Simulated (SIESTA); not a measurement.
Crystal: Ta3AsAu2O13.

```
Ta As Au O
1.0
     5.72385   -0.00745   -0.00403
     1.30279    6.25499    0.00561
     0.27574    1.30074    8.36754
Ta As Au O
3 1 2 13
Direct
  0.21713 0.30521 0.58431
  0.03325 0.11123 0.99855
  0.58248 0.62145 0.50482
  0.58707 0.89691 0.83049
  0.58004 0.09228 0.18613
  0.04485 0.82077 0.44682
  0.66201 0.69726 0.71088
  0.51632 0.13418 0.69625
  0.85098 0.88773 0.91932
  0.34466 0.87003 0.94651
  0.73015 0.29240 0.03095
  0.24622 0.21809 0.11075
  0.12900 0.09398 0.49104
  0.48032 0.38887 0.43499
  0.05966 0.26685 0.78594
  0.93330 0.53240 0.45645
  0.49975 0.85161 0.34971
  0.25256 0.62988 0.62473
  0.91878 0.95175 0.22636
```

The cell was built by a generator and needn't be a form met in nature.

Base run:

| Property | Result |
| --- | --- |
| Program | SIESTA 5.4.2 |
| Functional | PBE |
| Potentials or basis | PseudoDojo 0.4 standard (PBE files) |
| Basis | DZP (energy shift 0.003 Ry; two zetas on semicore shells) |
| Grid cutoff | 800 Ry |
| Energy shift | 0.003 Ry |
| k mesh | 5 × 5 × 4 |
| Occupations | fermi-dirac, width 0.05 eV |
| Spin | no spin polarisation |

Its results: band gap on the k mesh 1.16 eV, indirect (least direct gap 1.21 eV); pressure 3.8 GPa; largest force 0.857 eV/Å.

Question: The run is repeated on the same cell with these changes: hubbard terms from none to Au d U = 6 eV, Ta d U = 6 eV. What comes out?

Answer: Band gap on the k mesh 1.26 eV, direct; pressure 5.5 GPa; largest force 0.991 eV/Å.

The U term pushes filled and empty states of the shell apart.

Caveats: short orbitals over semicore shells can move pressures by several GPa; spin-orbit coupling is left out, which moves the levels of the heavy elements; an odd mesh through Γ misses points on the zone boundary, where band edges often lie; the basis of atomic orbitals isn't converged, which shifts pressures, moduli and gaps.
